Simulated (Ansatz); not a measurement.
# Hf (Hf (0001), 5 layers): a relaxation

The task is a relaxation on Hf (Hf (0001), 5 layers). The structure is shown as the input types it.

Computed with Ansatz 0.2.0 (Kohn-Sham DFT, with the functional, basis and potentials that each input names, unless a step's input says otherwise).

## Step 1: The structure to begin with

The structure is hexagonal, space group P-6m2 (No. 187). The conventional cell has a = 3.117 Å, b = 3.117 Å, c = 25.899 Å, α = 90.00°, β = 90.00°, γ = 120.00°. Around Hf (site symmetry 3m) lie 9 Hf at 3.06 to 3.12 Å. Around Hf (site symmetry 3m) lie 12 Hf at 3.06 to 3.12 Å. Around Hf (site symmetry -6m2) lie 12 Hf at 3.06 to 3.12 Å.

Structure file:

```xyz
5
Lattice="3.1174 0.0000 0.0000 -1.5587 2.6997 0.0000 0.0000 0.0000 25.8992" Properties=species:S:1:pos:R:3 pbc="T T T"
Hf    0.0000    0.0000    8.0000
Hf    0.0000    1.7998   10.4748
Hf    0.0000    0.0000   12.9496
Hf    0.0000    1.7998   15.4244
Hf    0.0000    0.0000   17.8992
```

## Step 2: Running it

Contents of input.yaml:

```yaml
crystal:
  lattice:
    - [3.1173710871, 0.0, 0.0]
    - [-1.5586855436, 2.6997225545, 0.0]
    - [0.0, 0.0, 25.8992]
  atoms:
    - { symbol: Hf, position: [0.0, 0.0, 0.3088905899] }
    - { symbol: Hf, position: [0.333333334, 0.666666666, 0.4044452951] }
    - { symbol: Hf, position: [0.0, 0.0, 0.4999999997] }
    - { symbol: Hf, position: [0.333333334, 0.666666666, 0.5955547049] }
    - { symbol: Hf, position: [0.0, 0.0, 0.6911094101] }
kpoints:
  mp_grid: { grid: [15, 15, 1] }
scf:
  occupations: { method: fermi_dirac, width: 0.1 }
  max_iter: 100
hamiltonian:
  xc: PBE-sol
  pseudopotentials: { kind: paw }
output:
  forces: true
  stress: true
  eigenvalues: true
relax:
  f_tol: 0.01
  max_steps: 40
efield:
  axis: 3
  amplitude: 0
  dipole_correction: true
```

Run with:

```bash
ansatz run input.yaml --threads 2 --pin off --max-ram 4096MiB --backend cpu --events-out ev --progress --plain --runs-dir out
```

What happens when this is run?

The program refused the input before any cycle. Its message: «line 18 column 7: hamiltonian.xc: unknown variant `PBE-sol`, expected one of `lda`, `lda-pw`, `pw92`, `pbe`, `pbesol`, `rpbe`, `revpbe`, `blyp`, ...»

In the input, hamiltonian.xc is PBE-sol. No functional of that name is defined in this program.

Fix: set hamiltonian.xc to lda. Any name on the list would pass the check; a listed functional of a like name need not be the same functional.
